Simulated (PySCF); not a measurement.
**C₆H₇N₃: electronic excitations**

Wanted: the electronic excitations of C₆H₇N₃ (`[H]/N=C/Cc1ccnnc1`), by calculation.

The runs use PySCF 2.14.0, with density-fitted response routines of our own; the level of theory stands in each step. All values are computed, except where a source is named. Atoms are numbered from 0 throughout.

## 1. The starting structure

16 atoms, charge 0, multiplicity 1; geometry from: GFN2-xTB.

Bonds of the start (Å): N0–C1 1.25, C1–C2 1.50, C2–C3 1.50, C3–C4 1.38, C4–C5 1.39, C5–N6 1.32, N6–N7 1.30, N7–C8 1.32, C8–C3 1.40, N0–H9 1.02, C1–H10 1.10, C2–H11 1.09, C2–H12 1.09, C4–H13 1.08, C5–H14 1.08, C8–H15 1.08.

## 2. TDDFT and polarisability: B3LYP/def2-SVPD

The job: settings as JSON, then the geometry in Å.

```
{"job": {"kind": "uv", "xc": "B3LYP", "basis": "def2-SVPD", "nstates": 8, "ntriplets": 3}, "charge": 0, "multiplicity": 1}
N      2.901705     0.341709    -0.169249
C      1.927867    -0.419164    -0.365237
C      1.023761    -0.784305     0.774978
C     -0.347915    -0.248285     0.490289
C     -0.786835     0.966885     0.988147
C     -2.065098     1.382267     0.622392
N     -2.846808     0.678800    -0.173419
N     -2.441290    -0.461312    -0.643884
C     -1.248924    -0.927753    -0.337138
H      3.471517     0.560303    -0.983001
H      1.638474    -0.852128    -1.333594
H      0.984468    -1.872869     0.859441
H      1.426127    -0.351825     1.690834
H     -0.162217     1.568552     1.631204
H     -2.479804     2.315989     0.975155
H     -1.002627    -1.887921    -0.770846
```

Level: TDDFT B3LYP/def2-SVPD, vertical, gas phase, core orbitals frozen in the response.

The run is started by

```sh
$ OMP_NUM_THREADS=1 python probes_run.py task.json out
```

The driver reads the jobs from task.json and runs them one after another.

What it wrote:

```text
coarse grid: 14048 points
cycle   1  E = -396.6539600175  dE =  1.485e+00  |g| = 4.580e-01  |ddm| = 8.891e+00
cycle   2  E = -396.5853704607  dE =  6.859e-02  |g| = 7.231e-01  |ddm| = 4.045e+00
cycle   3  E = -396.7024611328  dE = -1.171e-01  |g| = 1.525e-01  |ddm| = 2.280e+00
cycle   4  E = -396.7074652252  dE = -5.004e-03  |g| = 5.015e-02  |ddm| = 3.501e-01
cycle   5  E = -396.7080566937  dE = -5.915e-04  |g| = 1.880e-02  |ddm| = 1.701e-01
cycle   6  E = -396.7081373702  dE = -8.068e-05  |g| = 8.112e-03  |ddm| = 8.331e-02
cycle   7  E = -396.7081523783  dE = -1.501e-05  |g| = 1.892e-03  |ddm| = 2.257e-02
cycle   8  E = -396.7081531931  dE = -8.148e-07  |g| = 4.232e-04  |ddm| = 4.534e-03
final grid: 137832 points
cycle   9  E = -396.7730525485  dE = -4.983e-05  |g| = 4.801e-03  |ddm| = 2.100e-01
cycle  10  E = -396.7730511115  dE =  1.437e-06  |g| = 5.534e-03  |ddm| = 3.848e-02
cycle  11  E = -396.7730586433  dE = -7.532e-06  |g| = 9.791e-04  |ddm| = 1.909e-02
cycle  12  E = -396.7730588444  dE = -2.011e-07  |g| = 3.345e-04  |ddm| = 2.446e-03
cycle  13  E = -396.7730588677  dE = -2.327e-08  |g| = 1.183e-04  |ddm| = 9.143e-04
cycle  14  E = -396.7730588712  dE = -3.487e-09  |g| = 3.379e-05  |ddm| = 3.991e-04
cycle  15  E = -396.7730588714  dE = -2.375e-10  |g| = 1.489e-05  |ddm| = 1.075e-04
converged SCF energy = -396.7730588714

Static polarisability (au): isotropic 88.910, principal 64.077 90.912 111.741

Singlet excitations
state   eV       nm        f      main configurations
  1   3.3671    368.2   0.00416   H->L 0.96
  2   3.7284    332.5   0.00015   H->L+1 0.96
  3   4.9521    250.4   0.02392   H-1->L 0.60, H-1->L+2 0.18, H->L+2 0.12
  4   5.0360    246.2   0.00028   H->L+2 0.84, H-1->L 0.11
  5   5.4769    226.4   0.00390   H-1->L+1 0.58, H-1->L 0.17, H-2->L 0.11
  6   5.7202    216.7   0.00282   H-2->L 0.31, H-1->L+2 0.23, H-4->L 0.22
  7   5.7386    216.1   0.00136   H-4->L 0.73, H-2->L 0.09
  8   5.9218    209.4   0.04729   H-1->L+2 0.37, H-1->L+1 0.32, H-2->L 0.13

Triplet excitations (Tamm-Dancoff, eV): 2.6610 3.4059 4.2410
```

It took 2.1 min on 1 thread of Intel Xeon at 2.50GHz, shared host; peak memory 0.96 GiB.

Frontier orbitals and where they lie:

```
orbital     eV                      atoms
 HOMO−3  -8.64  C4 28 %, C3 18 %, N7 16 %
 HOMO−2  -8.34  C8 24 %, C5 20 %, N6 17 %
 HOMO−1  -7.67   N0 55 %, C1 15 %, H9 7 %
   HOMO  -6.37   N6 39 %, N7 38 %, C8 8 %
   LUMO  -1.75  N6 18 %, C3 17 %, C4 17 %
 LUMO+1  -1.33  C8 22 %, C5 19 %, N7 13 %
 LUMO+2  -0.64   C1 32 %, N0 29 %, C3 8 %
```

With each of the 8 states as a Gaussian band of 0.4 eV half-width at 1/e, the curve within the window shown has maxima at 367 nm (ε 170), 249 nm (ε 1,000), 210 nm (ε 2,100) L/(mol cm). Beyond the last state computed it falls off for lack of states. The curve at chosen wavelengths:

nm, ε (L/mol/cm) and a bar:
```
      199       1132 ################
      209       2095 ##############################
      219       1563 ######################
      229        880 ############
      239        887 #############
      249       1021 ##############
      259        825 ############
      268        495 #######
      278        209 ###
      288         70 #
      298         24 
      308         19 
      318         35 
      328         65 #
      338        103 #
      348        139 ##
      358        163 ##
      368        171 ##
      378        162 ##
      387        143 ##
      397        116 #
      407         88 #
      417         63 #
      427         44 
      437         29 
      447         18
```

Ground-state properties from the same run:

```
           property  computed
  dipole moment (D)      3.30
polarisability (Å³)     13.18
 HOMO–LUMO gap (eV)      4.63
      −ε(HOMO) (eV)      6.37
```

## 3. What came out

```
                                quantity                        value
        lowest singlet (B3LYP/def2-SVPD)  3.37 eV (368 nm), f = 0.004
brightest single state of those computed  state 8, 5.92 eV, f = 0.047
                          lowest triplet                      2.66 eV
```

The first singlet state (HOMO→LUMO 0.96) lies at 3.37 eV and is weak; of the 8 states computed, the strongest absorption comes from state 8 at 5.92 eV (the last computed, so partners may be missing). The lowest triplet lies 0.71 eV below the lowest singlet (triplets in Tamm-Dancoff, singlets in full TDDFT).
